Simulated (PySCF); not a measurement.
# The bond of MgHg+, level by level

One table from this session's results is given with a row withheld; the runs are named, their logs left out.

Program: PySCF 2.14.0. Level of theory: Mg cc-pVDZ, Hg cc-pVDZ-PP with ECP60, scalar-relativistic core potentials. These are calculated values, not measurements.

The first run:

A driver script around PySCF takes these settings:

- atoms: Mg, Hg
- charge: 1
- basis: Mg cc-pVDZ, Hg cc-pVDZ-PP with ECP60
- Hamiltonian: scalar-relativistic core potentials
- basis functions: 56
- electrons treated: 31
- masses in u: 23.9850, 201.9706
- levels: PBE0, PBE, r²SCAN, revPBE, B2PLYP, BP86, ωB97X, HF, MP2, SCS-MP2
- grid: 80 radial by 434 angular points
- occupations: held fixed by the projection of orbital angular momentum
- dissociation limit: Mg+ + Hg, each in its ground configuration
- starting distance in angstrom: 2.830
- values of 2S to try: 1, 3

Launch:

```
$ OMP_NUM_THREADS=1 python dia.py task.json out
```

Steps of the session up to this table: Input; First curve: PBE0; Other states along the same grid; PBE (GGA); r²SCAN (meta-GGA); revPBE (GGA); B2PLYP (double hybrid); BP86; ωB97X; UHF.

One table of the session follows, with a row left open; its other results are not shown here.

It belongs to the step «The curves together». Energy (eV) from each level's lowest point:

| R (Å) | UHF | UHF-MP2 | UHF-SCS-MP2 | PBE | revPBE |
| --- | --- | --- | --- | --- | --- |
| 2.466 | 0.435 | 0.244 | 0.272 | 0.274 | 0.313 |
| 2.580 | 0.226 | 0.097 | 0.115 | 0.116 | 0.142 |
| 2.695 | 0.099 | 0.024 | 0.034 | 0.033 | 0.048 |
| 2.781 | 0.043 | 0.002 | 0.007 | 0.006 | 0.013 |
| 2.867 | 0.012 | 0.000 | 0.000 | 0.000 | 0.000 |
| 2.953 | 0.000 | 0.011 | 0.007 | 0.009 | 0.002 |
| 3.068 | 0.005 | 0.040 | 0.032 | 0.037 | 0.023 |
| 3.211 | ? | ? | ? | ? | ? |
| 3.383 | 0.088 | 0.145 | 0.131 | 0.159 | 0.128 |
| 3.612 | 0.170 | 0.216 | 0.201 | 0.257 | 0.216 |

Q: Estimate the row for R (Å) = 3.211 from the others.

Worked estimate for «UHF». A straight line through the neighbours (3.068, 0.005) and (3.383, 0.088) gives 0.005 + (0.088 − 0.005) × (3.211 − 3.068) / (3.383 − 3.068) = 0.043; a parabola fitted to 4 rows on both sides gives 0.038.

**Answer.** UHF: 0.035; UHF-MP2: 0.086; UHF-SCS-MP2: 0.074; PBE: 0.088; revPBE: 0.065. In «UHF» the line misses by +0.008 and the parabola by +0.003.
